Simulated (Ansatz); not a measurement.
# CH2FInOS: how energies converge with the basis set

How large a basis does CH2FInOS need? Two functionals are run in growing sets.

Computed with Ansatz 0.2.0, Gaussian basis. Level: one geometry, several basis sets.

Levels to be run: PBE0-D4/def2-SVP; ωB97M-V/def2-SVP; PBE0-D4/def2-QZVPP; ωB97M-V/def2-QZVPP; the functionals' def2-TZVPP values are taken from earlier runs.

### 1 Structure used throughout

All runs share one geometry, relaxed beforehand with PBE0-D4 in a triple-zeta def2 set. In takes the def2 core potential; no spin-orbit term is included.

SMILES `O[C](=S)[InH][F]`, 7 atoms, charge 0, spin multiplicity 1.

Atoms are counted from 1 here; the program's logs count them from 0.

Bond lengths: O1–C2 1.318 Å, O1–H6 0.988 Å, C2–S3 1.618 Å, C2–In4 2.158 Å, In4–F5 2.021 Å, In4–H7 1.687 Å. Angles: C2–O1–H6 108.2°, O1–C2–S3 124.8°, O1–C2–In4 110.0°, S3–C2–In4 125.2°, C2–In4–F5 87.3°, C2–In4–H7 156.4°, F5–In4–H7 116.3°.

Geometry (Å):

```xyz
7
CH2FInOS
O     0.0812    0.0308    1.6352
C     0.5603   -0.6714    0.6284
S     1.5524   -1.9403    0.7777
In   -0.1729    0.1205   -1.2406
F    -1.1722    1.5009   -0.1535
H    -0.4949    0.7442    1.2676
H    -0.3538    0.2152   -2.9148
```

### 2 PBE0-D4 in def2-SVP

Contents of in.yaml:

```yaml
crystal:
  periodic: [false, false, false]
  atoms:
    - {symbol: O, position_ang: [0.081171, 0.030797, 1.635179]}
    - {symbol: C, position_ang: [0.560293, -0.671412, 0.628391]}
    - {symbol: S, position_ang: [1.552389, -1.940251, 0.777736]}
    - {symbol: In, position_ang: [-0.172912, 0.120460, -1.240618]}
    - {symbol: F, position_ang: [-1.172213, 1.500904, -0.153516]}
    - {symbol: H, position_ang: [-0.494942, 0.744249, 1.267588]}
    - {symbol: H, position_ang: [-0.353776, 0.215243, -2.914770]}
basis:
  gaussian: {orbitals: def2-SVP}
hamiltonian: {xc: pbe0, dispersion: d4}
output: {orbitals: {seedname: orbitals}}
```

Further steps of the session: ωB97M-V in def2-SVP; PBE0-D4 in def2-QZVPP; ωB97M-V in def2-QZVPP.

**Question.** What will the summary of the whole plan be? Wanted: PBE0-D4: double and triple zeta above quadruple; ωB97M-V: double and triple zeta above quadruple.

The runs gave:

| quantity | value |
| --- | --- |
| PBE0-D4: double and triple zeta above quadruple | 11.84, 0.70 eV |
| ωB97M-V: double and triple zeta above quadruple | 11.96, 0.67 eV |

In words: For PBE0-D4 the step from double to triple zeta gains 11.14 eV and the next only 0.70 eV. These are total energies; as a rule much of such shifts cancels in differences, which this series doesn't test.
